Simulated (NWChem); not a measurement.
# GaH3 (SMILES [H][Ga]([H])[H]), step by step

Aim: a structure relaxation (G96LYP/pcseg-1), then the harmonic vibrations, then magnetic shielding of GaH3. 

Program for the calculation: NWChem 7.3.0.

### 1 The structure to begin with

GaH3: 4 atoms, total charge 0, spin state singlet. SMILES: `[H][Ga]([H])[H]`. The shape comes from GFN2-xTB, which is rough for such elements, and wasn't checked as a minimum. The run starts from this shape.

Bond lengths: Ga1–H2 1.567 Å, Ga1–H3 1.567 Å, Ga1–H4 1.567 Å. Angles: H2–Ga1–H3 120.0°, H2–Ga1–H4 120.0°, H3–Ga1–H4 120.0°.

### 2 A structure relaxation at G96LYP/pcseg-1 (run 1)

Input file gah3.nw:

```
start gah3
memory total 2200 mb
charge 0

geometry
  zmatrix
    Ga
    H 1 1.566569
    H 1 1.566508 2 119.99827
    H 1 1.566438 3 120.02115 2 -179.78342
  end
end

basis spherical
  * library pcseg-1
end

dft
  xc gill96 lyp
  grid xfine
  direct
  iterations 150
  mulliken
  print low
end

driver
  maxiter 60
  xyz gah3
end

task dft optimize
```

The run is started by

```console
$ nwchem gah3.nw > gah3.out
```

Output:

```text
[...]
 Group name             D3h
[...]
 d= 0,ls=0.0,diis     1  -1926.6313652315 -1.96D+03  1.43D-02  1.08D-01     0.7
[...]
         Total DFT energy =    -1926.649080046908
[...]
@    0   -1926.64908005  0.0D+00  0.00323  0.00228  0.00000  0.00000      2.6
[...]
         Total DFT energy =    -1926.649150967661
[...]
         Total DFT energy =    -1926.649188418165
[...]
@    1   -1926.64918842 -1.1D-04  0.00006  0.00004  0.01108  0.02141      5.7
[...]
 d= 0,ls=0.0,diis     2  -1926.6491884594 -5.04D-09  1.40D-06  1.81D-09     6.5
         Total DFT energy =    -1926.649188459359
      One electron energy =    -2748.167938391588
           Coulomb energy =      866.089061186921
    Exchange-Corr. energy =      -76.329322185669
 Nuclear repulsion energy =       31.759010930976
[...]
      Total Density - Mulliken Population Analysis
     ---------------------------------------------
    Atom       Charge   Shell Charges
 -----------   ------   -------------------------------------------------------
    1 Ga  31    30.68   2.00  2.00  2.00  1.01  0.28  6.00  5.98  0.92  0.47  9.97  0.06
    2 H    1     1.11   0.74  0.36  0.00
    3 H    1     1.11   0.74  0.36  0.00
    4 H    1     1.11   0.74  0.36  0.00
[...]
         Total DFT energy =  -1926.649188459359
[...]
                         DFT ENERGY GRADIENTS
    atom               coordinates                        gradient
                 x          y          z           x          y          z
   1 Ga      0.000000   0.000000   0.000000    0.000000   0.000000  -0.000000
   2 H       2.109186   2.109186   0.000000   -0.000001  -0.000001   0.000000
   3 H      -2.881202   0.772016   0.000000    0.000002  -0.000000   0.000000
   4 H       0.772016  -2.881202   0.000000   -0.000000   0.000002  -0.000000
[...]
@    2   -1926.64918846 -4.1D-08  0.00000  0.00000  0.00021  0.00040      6.9
[...]
      Optimization converged
[...]
@    2   -1926.64918846 -4.1D-08  0.00000  0.00000  0.00021  0.00040      6.9
[...]
```

It took 7.5 s on 1 thread of AMD EPYC 9R45 (Zen 5), shared host; peak memory 0.11 GiB.

Steps, from the record of the run:

```
step  energy from the first frame kept (eV)
   0                                 0.0000
   1                                -0.0029
   2                                -0.0030
```

After the run. Bond lengths: Ga1–H2 1.578 Å, Ga1–H3 1.578 Å, Ga1–H4 1.578 Å. Angles: H2–Ga1–H3 120.0°, H2–Ga1–H4 120.0°, H3–Ga1–H4 120.0°.

### 3 The harmonic vibrations at G96LYP/pcseg-1 (run 2)

Input file gah32.nw:

```
restart gah3
title "GaH3 frequencies"
memory total 2200 mb

dft
 xc gill96 lyp
 grid xfine
 direct
 maxiter 150
 mulliken
 print low
end

freq
 temp 1 310
end

task dft freq
```

The run is started by

```console
$ nwchem gah32.nw > gah32.out
```

Output:

```text
[...]
 d= 0,ls=0.0,diis     1  -1926.6491885225 -1.96D+03  6.49D-07  1.31D-10     0.7
 d= 0,ls=0.0,diis     2  -1926.6491885225 -1.11D-11  2.51D-07  6.99D-11     1.2
         Total DFT energy =    -1926.649188522542
      One electron energy =    -2748.167984118165
           Coulomb energy =      866.089113749199
    Exchange-Corr. energy =      -76.329329084552
 Nuclear repulsion energy =       31.759010930976
[...]
 Zero-Point correction to Energy  =   11.338 kcal/mol  (  0.018068 au)
 Thermal correction to Energy     =   13.409 kcal/mol  (  0.021369 au)
 Thermal correction to Enthalpy   =   14.025 kcal/mol  (  0.022350 au)
 Total Entropy                    =   52.635 cal/mol-K
   - Translational                =   38.913 cal/mol-K (mol. weight =  71.9492)
   - Rotational                   =   12.789 cal/mol-K (symmetry #  =        6)
   - Vibrational                  =    0.934 cal/mol-K
 Cv (constant volume heat capacity) =    8.520 cal/mol-K
   - Translational                  =    2.979 cal/mol-K
   - Rotational                     =    2.979 cal/mol-K
   - Vibrational                    =    2.561 cal/mol-K
[...]
 Normal Eigenvalue ||           Projected Infra Red Intensities
  Mode   [cm**-1]  || [atomic units] [(debye/angs)**2] [(KM/mol)] [arbitrary]
 ------ ---------- || -------------- ----------------- ---------- -----------
    1       -0.000 ||    0.000000           0.000         0.000       0.000
    2       -0.000 ||    0.000000           0.000         0.000       0.000
    3       -0.000 ||    0.000000           0.000         0.000       0.000
    4        0.000 ||    0.000000           0.000         0.000       0.000
    5        0.000 ||    0.000000           0.000         0.000       0.000
    6        0.000 ||    0.000000           0.000         0.000       0.000
    7      702.705 ||    0.163300           3.767       159.193      19.516
    8      737.785 ||    0.144830           3.341       141.188      17.308
    9      737.819 ||    0.144835           3.341       141.192      17.309
   10     1910.582 ||    0.000000           0.000         0.000       0.000
   11     1922.830 ||    0.275579           6.358       268.648      32.934
   12     1922.836 ||    0.275576           6.358       268.645      32.933
 ----------------------------------------------------------------------------
[...]
```

Wall time 22 s (1 thread of AMD EPYC 9R45 (Zen 5), shared host); peak memory 0.15 GiB.

### 4 Magnetic shielding at G96LYP/pcseg-1 (run 3)

Input file gah3.xyz:

```xyz
4

Ga     0.000000     0.000000     0.000000
H      1.116133     1.116133     0.000000
H     -1.524667     0.408533     0.000000
H      0.408533    -1.524667     0.000000
```

Input file gah3.nw:

```
echo
start gah3
memory total 2200 mb

geometry units angstrom noautoz
  load format xyz gah3.xyz
end

basis spherical
  * library pcseg-1
end

dft
  xc gill96 lyp
  mult 1
  grid xfine
  direct
  maxiter 150
  mulliken
end

property
  shielding
end

task dft property
```

The run is started by

```console
$ nwchem gah3.nw > gah3.out
```

Output:

```text
[...]
 Group name             D3h
[...]
          Wavefunction type:  closed shell.
          No. of atoms     :     4
          No. of electrons :    34
[...]
          Charge           :     0
          Spin multiplicity:     1
[...]
          AO basis - number of functions:    42
[...]
              XC Information
              --------------
                   Gill 1996   Exchange Functional  1.000
              Lee-Yang-Parr Correlation Functional  1.000
[...]
 d= 0,ls=0.0,diis     1  -1926.6313789399 -1.96D+03  1.44D-02  1.08D-01     0.9
[...]
 d= 0,ls=0.0,diis     6  -1926.6491884686 -2.56D-08  4.58D-07  2.39D-10     3.5
         Total DFT energy =    -1926.649188468605
      One electron energy =    -2748.168029249009
           Coulomb energy =      866.089163027776
    Exchange-Corr. energy =      -76.329334498214
 Nuclear repulsion energy =       31.759012250842
[...]
      Total Density - Mulliken Population Analysis
     ---------------------------------------------
    Atom       Charge   Shell Charges
 -----------   ------   -------------------------------------------------------
    1 Ga  31    30.68   2.00  2.00  2.00  1.01  0.28  6.00  5.98  0.92  0.47  9.97  0.06
    2 H    1     1.11   0.74  0.36  0.00
    3 H    1     1.11   0.74  0.36  0.00
    4 H    1     1.11   0.74  0.36  0.00
[...]
           isotropic =    1107.6682
[...]
           isotropic =      24.6279
[...]
           isotropic =      24.6278
[...]
           isotropic =      24.6278
[...]
```

It took 8.1 s on 1 thread of AMD EPYC 9R45 (Zen 5), shared host; peak memory 0.12 GiB.

### 5 What came out

| quantity | value |
| --- | --- |
| run 1, G96LYP/pcseg-1: total energy at the end | -1926.64919 Eh |
| run 2, G96LYP/pcseg-1: lowest harmonic wavenumber | 703 cm⁻¹ |
| run 2, G96LYP/pcseg-1: highest harmonic wavenumber | 1923 cm⁻¹ |
| run 2, G96LYP/pcseg-1: zero-point energy | 47.4 kJ/mol |
| run 2, G96LYP/pcseg-1: ideal-gas entropy at 310 K (symmetry number 6 as used) | 52.6 cal/(mol K) |
| run 3, G96LYP/pcseg-1: dipole moment | 0.00 D |
| run 3, G96LYP/pcseg-1: HOMO energy | -7.27 eV |
| run 3, G96LYP/pcseg-1: LUMO energy | -2.46 eV |
| run 3, G96LYP/pcseg-1: HOMO–LUMO gap | 4.81 eV |
| run 3, G96LYP/pcseg-1: isotropic shielding of Ga1 | 1107.7 ppm |
| run 3, G96LYP/pcseg-1: isotropic shielding of H2 | 24.6 ppm |

The optimisation (run 1, G96LYP/pcseg-1) took 3 steps and changed the energy by -0.003 eV. All 6 modes (run 2, G96LYP/pcseg-1) are real, so the shape is a minimum at this level. Mulliken charges (run 3, G96LYP/pcseg-1) run from -0.11 on H2 to +0.32 on Ga1.
